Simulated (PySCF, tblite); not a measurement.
**C6H14GeO2: geometry, infrared bands and NMR shifts**

What infrared bands and NMR shifts should C6H14GeO2 (`COC[C@](C)([GeH3])C(C)=O`) show?

The runs use tblite 0.8.0 and PySCF 2.14.0, with density-fitted response routines of our own; the level of theory stands in each step. All values are computed, except where a source is named. Atoms count from 0, in the outputs and in this text.

## Step 1: The starting structure

23 atoms, charge 0, multiplicity 1; geometry from: force field or distance geometry start.

Bonds of the start (Å): C0–O1 1.41, O1–C2 1.39, C2–C3 1.51, C3–C4 1.55, C3–Ge5 1.96, C3–C6 1.47, C6–C7 1.51, C6–O8 1.23, C0–H9 1.13, C0–H10 1.10, C0–H11 1.09, C2–H12 1.09, C2–H13 1.12, C4–H14 1.11, C4–H15 1.09, C4–H16 1.12, Ge5–H17 1.56, Ge5–H18 1.54, Ge5–H19 1.52, C7–H20 1.13, C7–H21 1.11, C7–H22 1.11.

## Step 2: Geometry optimisation with GFN2-xTB

Job settings and geometry (Å):

```
{"job": {"kind": "relax", "xc": "GFN2-xTB", "basis": "xTB"}, "charge": 0, "multiplicity": 1}
C      2.875500    -0.118900    -0.891400
O      1.483700    -0.166800    -1.105800
C      0.920100    -0.190000     0.160100
C     -0.587200    -0.237600     0.153600
C     -0.958700    -0.252300     1.657900
Ge    -1.252900    -1.954000    -0.511000
C     -1.261100     0.860400    -0.552400
C     -1.057400     2.298300    -0.122800
O     -2.002500     0.618500    -1.508300
H      3.150500    -1.036200    -0.298200
H      3.190800     0.746400    -0.291800
H      3.437400    -0.194400    -1.827000
H      1.302900    -1.004400     0.773300
H      1.181500     0.797500     0.621100
H     -0.276000     0.485200     2.139500
H     -2.017500    -0.074800     1.845900
H     -0.649600    -1.273100     2.012200
H     -0.360200    -3.133900    -0.017600
H     -2.638800    -2.158900     0.140000
H     -1.427000    -1.959600    -2.023300
H     -2.057200     2.808600    -0.034500
H     -0.446900     2.799300    -0.898600
H     -0.554100     2.367800     0.862100
```

On the command line:

```
$ OMP_NUM_THREADS=1 python probes_run.py task.json out
```

One launch serves the whole session: the jobs run in the order shown.

Output:

```text
step      E/eV     max force
  0    -816.31857    2.314
  1    -816.51194    2.248
  2    -816.60045    0.743
  3    -816.64713    0.484
  4    -816.69272    0.387
  5    -816.71327    0.429
  6    -816.73970    0.339
  7    -816.75686    0.331
  8    -816.77805    0.320
  9    -816.79693    0.378
 10    -816.81477    0.325
 11    -816.82907    0.277
 12    -816.84169    0.338
 13    -816.85316    0.276
 14    -816.86523    0.252
 15    -816.87950    0.269
 16    -816.89610    0.414
 17    -816.91235    0.429
 18    -816.92512    0.254
 19    -816.93430    0.248
 20    -816.94359    0.243
 21    -816.95614    0.407
 22    -816.96999    0.396
 23    -816.98147    0.216
 24    -816.99004    0.191
 25    -816.99751    0.259
 26    -817.00597    0.345
 27    -817.01500    0.291
 28    -817.02207    0.139
 29    -817.02703    0.135
 30    -817.03180    0.165
 31    -817.03759    0.198
 32    -817.04362    0.199
 33    -817.04853    0.161
 34    -817.05233    0.137
 35    -817.05580    0.158
 36    -817.05963    0.144
 37    -817.06396    0.139
 38    -817.06771    0.136
 39    -817.07074    0.109
 40    -817.07306    0.101
 41    -817.07508    0.103
 42    -817.07718    0.113
 43    -817.07939    0.118
 44    -817.08132    0.085
 45    -817.08260    0.069
 46    -817.08338    0.054
 47    -817.08402    0.067
 48    -817.08469    0.058
 49    -817.08533    0.056
 50    -817.08584    0.042
 51    -817.08621    0.049
 52    -817.08656    0.050
 53    -817.08703    0.061
 54    -817.08769    0.069
 55    -817.08850    0.060
 56    -817.08930    0.052
 57    -817.09007    0.051
 58    -817.09091    0.081
 59    -817.09191    0.089
 60    -817.09300    0.075
 61    -817.09403    0.073
 62    -817.09510    0.095
 63    -817.09641    0.106
 64    -817.09817    0.121
 65    -817.09983    0.101
 66    -817.10111    0.064
 67    -817.10192    0.071
 68    -817.10283    0.063
 69    -817.10363    0.060
 70    -817.10417    0.040
 71    -817.10445    0.032
 72    -817.10466    0.030
 73    -817.10487    0.031
 74    -817.10505    0.033
 75    -817.10518    0.024
 76    -817.10530    0.026
 77    -817.10542    0.028
 78    -817.10558    0.032
 79    -817.10578    0.034
 80    -817.10598    0.034
 81    -817.10616    0.036
 82    -817.10631    0.028
 83    -817.10643    0.023
 84    -817.10656    0.025
 85    -817.10671    0.026
 86    -817.10684    0.022
 87    -817.10694    0.017
 88    -817.10699    0.018
 89    -817.10703    0.016
 90    -817.10707    0.012
 91    -817.10710    0.012
 92    -817.10713    0.016
 93    -817.10715    0.013
 94    -817.10717    0.009
```

It took 1.4 s on 1 thread of Intel Xeon Platinum 8259CL at 2.50GHz, shared host; peak memory 0.19 GiB.

The steps of the relaxation: (not every step is listed)

| step | energy from step 0 (eV) | largest force (eV/Å) |
| --- | --- | --- |
| 0 | 0.0000 | 2.3144 |
| 1 | -0.1934 | 2.2481 |
| 2 | -0.2819 | 0.7435 |
| 3 | -0.3286 | 0.4840 |
| 4 | -0.3741 | 0.3869 |
| 5 | -0.3947 | 0.4288 |
| 6 | -0.4211 | 0.3385 |
| 7 | -0.4383 | 0.3315 |
| 8 | -0.4595 | 0.3195 |
| 16 | -0.5775 | 0.4142 |
| 24 | -0.6715 | 0.1909 |
| 32 | -0.7251 | 0.1985 |
| 40 | -0.7545 | 0.1007 |
| 48 | -0.7661 | 0.0581 |
| 56 | -0.7707 | 0.0519 |
| 64 | -0.7796 | 0.1205 |
| 72 | -0.7861 | 0.0304 |
| 80 | -0.7874 | 0.0343 |
| 88 | -0.7884 | 0.0181 |
| 89 | -0.7885 | 0.0157 |
| 90 | -0.7885 | 0.0124 |
| 91 | -0.7885 | 0.0118 |
| 92 | -0.7886 | 0.0156 |
| 93 | -0.7886 | 0.0132 |
| 94 | -0.7886 | 0.0095 |

Close pairs (by a distance rule), those that changed most:

| bond | before (Å) | after (Å) | change (Å) |
| --- | --- | --- | --- |
| Ge5–H17 | 1.560 | 1.504 | -0.055 |
| C3–Ge5 | 1.957 | 2.010 | +0.053 |
| Ge5–H18 | 1.545 | 1.498 | -0.046 |
| Ge5–H19 | 1.522 | 1.483 | -0.039 |
| C7–H20 | 1.126 | 1.087 | -0.039 |
| C3–C6 | 1.469 | 1.506 | +0.037 |
| C4–H16 | 1.124 | 1.089 | -0.034 |
| C0–H9 | 1.126 | 1.097 | -0.030 |

The end geometry stands in the next job.

## Step 3: Infrared spectrum with GFN2-xTB

Job settings and geometry (Å):

```
{"job": {"kind": "ir", "xc": "GFN2-xTB", "basis": "xTB"}, "charge": 0, "multiplicity": 1}
C      2.723116    -0.330626    -1.094572
O      1.334493    -0.382647    -0.903295
C      0.918567    -0.041057     0.398053
C     -0.589903    -0.211146     0.398573
C     -1.143529    -0.300898     1.818149
Ge    -1.005059    -1.852468    -0.684965
C     -1.321439     0.882398    -0.333498
C     -0.922884     2.314181    -0.105874
O     -2.225541     0.583208    -1.078307
H      3.245024    -1.005845    -0.405895
H      3.102064     0.688170    -0.944955
H      2.909370    -0.642445    -2.119842
H      1.366088    -0.732297     1.129680
H      1.243843     0.978748     0.655093
H     -0.891081     0.585474     2.401563
H     -2.226887    -0.402183     1.787501
H     -0.731958    -1.175078     2.321325
H     -0.086877    -2.955311    -0.233752
H     -2.395492    -2.313643    -0.370226
H     -0.860391    -1.658336    -2.147940
H     -1.731335     2.974046    -0.411592
H     -0.053200     2.528159    -0.725558
H     -0.661740     2.496581     0.933350
```

Output:

```text
mode    cm-1     km/mol
  1      43.6      3.70
  2      60.7      1.27
  3      97.5      4.93
  4     116.9      3.65
  5     155.9      5.67
  6     163.2      5.69
  7     202.6      2.20
  8     216.2      0.41
  9     222.3      1.97
 10     233.8      1.62
 11     241.6      0.82
 12     293.3      6.44
 13     313.9      3.66
 14     369.4      1.93
 15     427.3      9.47
 16     494.0     66.68
 17     525.7     54.21
 18     559.3     10.13
 19     599.6      9.01
 20     624.7      8.42
 21     762.2    375.65
 22     797.1     16.60
 23     847.8     96.37
 24     867.6    123.97
 25     955.4     18.99
 26     969.1     20.29
 27     990.1     16.62
 28     998.7      4.11
 29    1006.9     10.73
 30    1095.2     25.80
 31    1112.1     50.26
 32    1124.5     53.91
 33    1137.6      3.02
 34    1170.9     31.23
 35    1182.6     72.26
 36    1203.5     18.56
 37    1264.7     63.61
 38    1335.1     10.50
 39    1361.1     36.88
 40    1402.8      2.40
 41    1405.3      0.05
 42    1451.2      8.88
 43    1461.0      7.91
 44    1467.3      6.43
 45    1487.4      5.12
 46    1490.6      5.47
 47    1493.5      4.31
 48    1502.0      4.16
 49    1736.2    244.68
 50    1957.1    209.87
 51    2038.5    453.88
 52    2138.0    348.37
 53    2833.9     73.96
 54    2870.7     65.73
 55    2900.9     51.68
 56    2923.3     55.67
 57    2986.5     55.39
 58    3003.4     27.19
 59    3015.7      4.08
 60    3021.4     18.71
 61    3035.0     10.48
 62    3036.8     12.79
 63    3046.4     14.42
```

It took 1.8 s on 1 thread of Intel Xeon Platinum 8259CL at 2.50GHz, shared host; peak memory 0.19 GiB.

The strongest bands and the atoms that carry them (share of the mass-weighted mode):

| cm⁻¹ | km/mol | atoms |
| --- | --- | --- |
| 762 | 375.6 | H19 33 %, H17 32 %, H18 30 % |
| 848 | 96.4 | H19 54 %, H17 25 %, H18 18 % |
| 868 | 124.0 | H18 48 %, H17 42 % |
| 1736 | 244.7 | C6 61 %, O8 37 % |
| 1957 | 209.9 | H17 71 %, H18 22 % |
| 2038 | 453.9 | H18 72 %, H17 25 % |
| 2138 | 348.4 | H19 92 % |
| 2834 | 74.0 | H12 56 %, H13 35 % |

## Step 4: NMR shieldings: PBE0/pcSseg-1

Settings changed since step 3:

```diff
@@ -1,2 +1,2 @@
-{"job": {"kind": "ir", "xc": "GFN2-xTB", "basis": "xTB"}, "charge": 0, "multiplicity": 1}
+{"job": {"kind": "nmr", "xc": "PBE0", "basis": "pcSseg-1"}, "charge": 0, "multiplicity": 1}
 C      2.723116    -0.330626    -1.094572
```

Method: GIAO PBE0/pcSseg-1 NMR shielding, non-relativistic, gas phase.

Output:

```text
coarse grid: 83464 points
cycle   1  E = -2463.3142742714  dE =  4.538e-01  |g| = 1.228e+00  |ddm| = 4.299e+00
cycle   2  E = -2462.8945048639  dE =  4.198e-01  |g| = 1.896e+00  |ddm| = 2.919e+00
cycle   3  E = -2463.4809226744  dE = -5.864e-01  |g| = 4.244e-01  |ddm| = 2.403e+00
cycle   4  E = -2463.5116737440  dE = -3.075e-02  |g| = 9.949e-02  |ddm| = 3.834e-01
cycle   5  E = -2463.5130634695  dE = -1.390e-03  |g| = 3.510e-02  |ddm| = 1.019e-01
cycle   6  E = -2463.5132757090  dE = -2.122e-04  |g| = 8.177e-03  |ddm| = 3.115e-02
cycle   7  E = -2463.5132858214  dE = -1.011e-05  |g| = 1.959e-03  |ddm| = 8.109e-03
cycle   8  E = -2463.5132866255  dE = -8.041e-07  |g| = 6.819e-04  |ddm| = 2.654e-03
final grid: 177912 points
cycle   9  E = -2463.5133768413  dE = -2.184e-08  |g| = 1.131e-03  |ddm| = 3.754e-03
cycle  10  E = -2463.5133762757  dE =  5.656e-07  |g| = 2.091e-03  |ddm| = 2.522e-03
cycle  11  E = -2463.5133770846  dE = -8.090e-07  |g| = 2.254e-04  |ddm| = 1.721e-03
cycle  12  E = -2463.5133770956  dE = -1.094e-08  |g| = 2.250e-05  |ddm| = 2.245e-04
cycle  13  E = -2463.5133770957  dE = -1.060e-10  |g| = 9.367e-06  |ddm| = 2.787e-05
converged SCF energy = -2463.5133770957

GIAO shielding tensors (ppm)
atom      isotropic    diamagn.    paramagn.     s11        s22        s33       span
  0 C      126.491     242.634    -116.143     95.155     99.182    185.136     89.981
  1 O      297.117     401.702    -104.585    251.220    314.063    326.068     74.849
  2 C      105.623     248.398    -142.775     76.304     90.511    150.054     73.750
  3 C      129.847     254.851    -125.004    108.860    128.694    151.988     43.129
  4 C      166.436     245.282     -78.846    152.748    159.230    187.332     34.584
  5 Ge    1536.968    2756.511   -1219.542   1455.029   1497.940   1657.936    202.907
  6 C      -35.268     252.100    -287.368   -116.842    -87.088     98.124    214.967
  7 C      162.458     252.653     -90.194    145.463    154.051    187.860     42.397
  8 O     -342.475     401.904    -744.379   -882.933   -425.445    280.953   1163.885
  9 H       28.478      28.735      -0.258     24.380     26.033     35.020     10.640
 10 H       28.351      28.958      -0.607     24.018     25.930     35.106     11.088
 11 H       27.861      28.545      -0.684     23.474     25.154     34.954     11.481
 12 H       28.503      34.092      -5.589     25.676     28.511     31.323      5.648
 13 H       28.001      34.332      -6.331     25.701     27.330     30.973      5.272
 14 H       30.503      30.731      -0.228     25.695     28.888     36.926     11.231
 15 H       30.426      30.865      -0.439     25.637     28.665     36.974     11.337
 16 H       30.313      30.883      -0.570     25.791     28.732     36.416     10.626
 17 H       28.509      31.251      -2.743     22.052     24.243     39.231     17.179
 18 H       28.075      31.249      -3.174     21.825     22.948     39.452     17.626
 19 H       27.876      31.118      -3.242     21.385     23.464     38.779     17.394
 20 H       29.668      28.573       1.096     25.901     27.391     35.714      9.813
 21 H       29.541      31.084      -1.543     25.126     29.827     33.670      8.543
 22 H       29.262      31.666      -2.403     25.216     30.017     32.554      7.338
```

Run time: 1.7 min. Hardware: 1 thread of Intel Xeon Platinum 8259CL at 2.50GHz, shared host; peak memory 1.1 GiB.

The references, computed at this level on geometries of the same kind, shield at (ppm): 1H TMS 31.72, 13C TMS 186.9, 17O H2O 336.1, 73Ge GeMe4 1331. Their shielding less the atom's gives the shift. The references are single molecules in the gas phase, so shifts against H2O, NH3, PH3, H3PO4 or CFCl3 are not on the usual liquid scales and can be off by tens of ppm. Atoms listed in one row are averaged.

| atoms | environment | σ (ppm) | δ (ppm) |
| --- | --- | --- | --- |
| C6 | ketone carbonyl carbon | -35.3 | 222.2 |
| C2 | sp3 CH2 bonded to O | 105.6 | 81.3 |
| C0 | methyl carbon bonded to O | 126.5 | 60.4 |
| C3 | fully substituted sp3 carbon bonded to Ge, α to a carbonyl | 129.8 | 57.1 |
| C7 | methyl carbon α to a carbonyl | 162.5 | 24.5 |
| C4 | methyl carbon | 166.4 | 20.5 |
| H13 | hydrogen on an sp3 CH2 bonded to O | 28.00 | 3.72 |
| H17, H18, H19 | hydrogen on a germanium bonded to C | 28.15 | 3.56 |
| H9, H10, H11 | hydrogen on a methyl carbon bonded to O | 28.23 | 3.49 |
| H12 | hydrogen on an sp3 CH2 bonded to O | 28.50 | 3.21 |
| H20, H21, H22 | hydrogen on a methyl carbon α to a carbonyl | 29.49 | 2.23 |
| H14, H15, H16 | hydrogen on a methyl carbon | 30.41 | 1.30 |
| O8 | ketone oxygen | -342.5 | 678.6 |
| O1 | ether oxygen | 297.1 | 39.0 |
| Ge5 | germanium bonded to C, 3 H | 1537 | -206 |

The run also stored atomic charges by several schemes (e):

| atoms | Mulliken | IAO | Hirshfeld | ESP fit |
| --- | --- | --- | --- | --- |
| C0 | -0.01 | -0.20 | -0.04 | -0.26 |
| O1 | -0.53 | -0.38 | -0.12 | -0.23 |
| C2 | 0.22 | -0.05 | 0.00 | -0.09 |
| C3 | -0.92 | -0.23 | -0.07 | 0.07 |
| C4 | -0.12 | -0.41 | -0.12 | -0.56 |
| Ge5 | 0.40 | 0.49 | 0.26 | 0.23 |
| C6 | 0.32 | 0.40 | 0.17 | 0.65 |
| C7 | -0.23 | -0.47 | -0.12 | -0.64 |
| O8 | -0.36 | -0.41 | -0.21 | -0.50 |

Mayer bond orders: C0–O1 0.93, O1–C2 0.91, C2–C3 0.96, C3–C4 1.02, C3–Ge5 0.79, C3–C6 0.85, C6–C7 1.02, C6–O8 1.97.

Orbitals, density, ELF and potential are computed afterwards from the orbital file.

Frontier orbitals at PBE0/pcSseg-1, with the share of their density that lies nearest to each atom:

| orbital | energy (eV) | lies on |
| --- | --- | --- |
| HOMO | -7.23 | O8 58 %; C3 11 %; C6, C7 about 8 % each |
| LUMO | -0.43 | C6 45 %; O8 29 %; H21 6 % |

ELF in a plane through or near 6 of the atoms.

Ten even steps from ' ' (0.00) to '@' (1.00):
```
                                                        
                                                        
                      ....      ::==::                  
                    ==**++::..==@@@@@@**                
                  ::**%%%%++--##@@@@@@@@::              
                  ..==##==::==..%%@@@@@@::              
                      --..**==++::##==..                
                        ::..::..::                      
        ==##++    ++##::  --++==..  ....                
      ::@@@@@@**..**%%##..  ::======++--..              
      ==@@@@@@%%::**%%%%::  --**::++##==..              
      ..%%@@@@**::::##**..  ::==::--==..                
          ..::::..  ..      ..++%%%%==..                
            ..--::      ..%%@@@@--==@@@@**..            
              ..        **@@@@@@%%%%@@@@@@--            
                        ==@@@@@@==++@@@@##..            
                          ..--::    ::..                
                                                        
                                                        
                                                        
```
The map spans 12.3 Å across and 10.9 Å up, centred on the molecule. Atoms in the plane (x, y in Å): Ge5 (0.2, 2.0), C6 (1.3, -0.5), H11 (-3.5, -0.2), H18 (1.4, 2.8), H20 (2.2, -2.4), H21 (0.4, -2.5).

On the surface of density 0.002 e/bohr³ the electrostatic potential runs, from the 1st to the 99th percentile, from -1.73 V near O8 to 1.07 V near H22.

## Step 5: Summary of results

| quantity | value |
| --- | --- |
| strongest single infrared mode (GFN2-xTB) | 2038 cm⁻¹, 454 km/mol |
| zero-point energy (GFN2-xTB) | 114.1 kcal/mol |
| 13C shifts against TMS (PBE0/pcSseg-1) | 222.2, 81.3, 60.4, 57.1, 24.5, 20.5 ppm |
| 1H shifts against TMS (PBE0/pcSseg-1, means over atoms taken as alike) | 3.72, 3.56, 3.49, 3.21, 2.23, 1.30 ppm |
| 17O shifts against H2O (PBE0/pcSseg-1) | 678.6, 39.0 ppm |
| 73Ge shifts against GeMe4 (PBE0/pcSseg-1) | -206 ppm |
| surface potential, 1st and 99th percentile | -1.73 V and 1.07 V |

In words: Over 94 steps the energy fell by 0.789 eV; of the close pairs, Ge5–H17 changed most, 1.560 to 1.504 Å. All 63 modes are real, so the xTB geometry is a minimum. The strongest single mode, at 2038 cm⁻¹, moves mainly H18. GFN2-xTB is a fitted tight-binding method: band positions and strengths are rough. Its intensities can rank the bands wrongly. C6 (ketone carbonyl carbon) lies farthest downfield among carbon, at 222.2 ppm; low-lying n→π* states of the double bond to the heteroatom give a large paramagnetic term (-287 ppm). At PBE0/pcSseg-1: Shielding is most anisotropic at O8 (span 1164 ppm, paramagnetic term -744 ppm). By nearest atom (PBE0/pcSseg-1), the HOMO sits on O8 58 %; C3 11 % and the LUMO on C6 45 %; O8 29 %. Spin-orbit coupling is left out, which matters for shieldings and couplings at and beside the heavy atoms.
